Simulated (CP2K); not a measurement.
Runs of CP2K 2026.2 on TiSn. Symmetry: Fm-3m, No. 225, cubic system. The conventional cell has a = 5.601 Å, b = 5.601 Å, c = 5.601 Å, α = 90.00°, β = 90.00°, γ = 90.00°. Ti (site symmetry m-3m) is surrounded by 6 Sn at 2.80 Å. Sn (site symmetry m-3m) has 6 Ti at 2.80 Å as nearest neighbours. The cell was built by a generator and needn't be a form met in nature.

```csv
task,potentials or basis,gap on the mesh (eV),pressure (GPa),V0 of scaled cells (Å³/atom),B0 (GPa)
equation of state,"POTENTIAL_UZH Ti GTH-PBE-q12, Sn GTH-PBE-q4; TZVP-MOLOPT-PBE-GTH basis",-,-,22.22,81
equation of state,"POTENTIAL_UZH Ti GTH-PBE-q12, Sn GTH-PBE-q14; TZVP-MOLOPT-PBE-GTH basis",-,-,(a),84
single point,"POTENTIAL_UZH Ti GTH-PBE-q12, Sn GTH-PBE-q4; TZVP-MOLOPT-PBE-GTH basis",none,1.0,-,-
single point,"POTENTIAL_UZH Ti GTH-PBE-q12, Sn GTH-PBE-q14; TZVP-MOLOPT-PBE-GTH basis",none,(b),-,-
```

Alike in all rows: level PBE; no spin polarisation; cell as given; k mesh 8 × 8 × 8; smearing fermi-dirac 0.05 eV.

Problem. Estimate the missing entries.

Solution. (a) 21.86; (b) -0.4.

Caveats: the basis of atomic orbitals isn't converged, which shifts pressures, moduli and gaps.

A k mesh can miss the band edges, and the runs leave out spin-orbit coupling on Sn.

A gap of «none» marks a metal or a gap under the smearing width.

The runs don't all hold the same shells in valence.
